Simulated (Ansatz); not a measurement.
# CH6FPSi: the cost of one run

Computed with Ansatz 0.2.0, Gaussian basis. Level: the settings change from run to run.

**1. The geometry**

The geometry comes from an earlier relaxation with PBE0-D4 in a triple-zeta def2 set; it is a stationary point, not always the lowest conformer.

SMILES `C[SiH](F)P`, 10 atoms, charge 0, spin multiplicity 1.

Atoms are counted from 1 here; the program's logs count them from 0.

Bond lengths: C1–Si2 1.856 Å, C1–H5 1.093 Å, C1–H6 1.093 Å, C1–H7 1.092 Å, Si2–F3 1.607 Å, Si2–P4 2.250 Å, Si2–H8 1.487 Å, P4–H9 1.423 Å, P4–H10 1.422 Å. Angles: Si2–C1–H5 110.3°, Si2–C1–H6 110.6°, Si2–C1–H7 111.0°, H5–C1–H6 108.3°, H5–C1–H7 108.2°, H6–C1–H7 108.5°, C1–Si2–F3 108.0°, C1–Si2–P4 115.4°, C1–Si2–H8 111.1°, F3–Si2–P4 107.1°, F3–Si2–H8 107.4°, P4–Si2–H8 107.5°, Si2–P4–H9 91.1°, Si2–P4–H10 93.9°, H9–P4–H10 93.3°.

**2. CCSD(T)/def2-SVPD**

Options: correlated electrons set to all, high accuracy, the search for lower states set to off.

in.yaml

```yaml
crystal:
  periodic: [false, false, false]
  atoms:
    - {symbol: C, position_ang: [0.050416, 1.335217, 0.093188]}
    - {symbol: Si, position_ang: [-0.313299, -0.390799, 0.671220]}
    - {symbol: F, position_ang: [0.460167, -0.621425, 2.060367]}
    - {symbol: P, position_ang: [0.328134, -2.033406, -0.725855]}
    - {symbol: H, position_ang: [-0.481058, 1.542046, -0.839151]}
    - {symbol: H, position_ang: [-0.270175, 2.065896, 0.840370]}
    - {symbol: H, position_ang: [1.119366, 1.470070, -0.086244]}
    - {symbol: H, position_ang: [-1.765125, -0.571251, 0.936387]}
    - {symbol: H, position_ang: [-0.513006, -1.524587, -1.754727]}
    - {symbol: H, position_ang: [1.467680, -1.322961, -1.192755]}
basis:
  gaussian: {orbitals: def2-SVPD}
hamiltonian: {xc: {name: HF}}
correlation: {method: ccsd_t, electrons: all}
accuracy: high
scf: {lower_state_search: off}
```

Command:

```
$ ansatz run in.yaml --threads 2 --pin off --events-out ev --progress --plain --max-ram 4352MiB
```

Q: Estimate wall time and peak memory on 2 threads of Arm Neoverse V1, shared host.

About 4.6 min, with a peak of 2.5 GiB.
